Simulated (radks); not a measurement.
# Cu⁺ inside a hard spherical wall

The task here is to estimate one member of a computed series from the others.

The numbers are computed with radks (a radial shooting solver on a logarithmic mesh, Libxc functionals) version 1 (non-relativistic Kohn-Sham, r2SCAN, spin-polarised, spherical densities, point nucleus), except any that are marked as measured or tabulated.

## The system

| Property | Result |
| --- | --- |
| element | copper (Z = 29) |
| charge | +1 |
| electrons | 28 |
| configuration | [Ar] 3d10 |

Outer shells as boxes (Hund's rule):

Cu⁺
```
[Ar] core
3d [↑↓][↑↓][↑↓][↑↓][↑↓]
```

Set-up of the first run:

Input:

```text
Z 29
configuration [Ar] 3d10 4s0 4p0 4d0
relativity non-relativistic
functional r2scan,r2scan
spin polarised
nucleus point
```

Launch:

```bash
$ python run_ks.py task.json out
```

All runs below come from this command, one after another.

Steps of the session up to this table: The free atom; Wall at 12 bohr; Wall at 10 bohr; Wall at 8 bohr; Wall at 6 bohr; Wall at 5 bohr; Wall at 3 bohr; Wall at 2 bohr; Wall at 1.5 bohr.

One of the session's tables, all rows but one given; the rest of the session is left out.

| R (bohr) | E − E(free) (eV) | ε(3d) (eV) | ε(4s, empty) (eV) | ε(4p, empty) (eV) |
| --- | --- | --- | --- | --- |
| free | 0.000 | -13.734 | -10.971 | -5.833 |
| 12 | 0.000 | -13.734 | -10.971 | -5.830 |
| 10 | 0.000 | -13.734 | -10.971 | -5.815 |
| 8 | ? | ? | ? | ? |
| 6 | 0.026 | -13.661 | -10.751 | -4.987 |
| 5 | 0.159 | -13.411 | -10.104 | -3.598 |
| 3 | 6.655 | -8.271 | 2.660 | 14.215 |
| 2 | 62.817 | 11.943 | 60.963 | 80.596 |
| 1.5 | 272.77 | 54.263 | 195.00 | 217.99 |

**Question.** Estimate the row for R (bohr) = 8.

Worked estimate for «E − E(free) (eV)». A straight line through the neighbours (10, 0.000) and (6, 0.026) gives 0.000 + (0.026 − 0.000) × (8 − 10) / (6 − 10) = 0.013; a parabola fitted to 4 rows on both sides gives -0.007.

The run gave: E − E(free) (eV): 0.001; ε(3d) (eV): -13.731; ε(4s, empty) (eV): -10.959; ε(4p, empty) (eV): -5.707. In «E − E(free) (eV)» the line misses by +0.012 and the parabola by -0.008. The values bend between the rows more than so simple an estimate can follow.

In words: Eigenvalues are for spin up. At the tightest wall, 1.5 bohr, the energy stands 272.77 eV above the free atom and the pressure, −dE/dV, is 34139 GPa. Of the levels in the table that exist at both ends, 4p (empty) rises most from the free atom (223.82 eV). From R = 2 bohr inwards the highest occupied level lies above zero, pushed up by confinement. Shells are not refilled when levels cross, and a hard wall is a model, not a crystal.
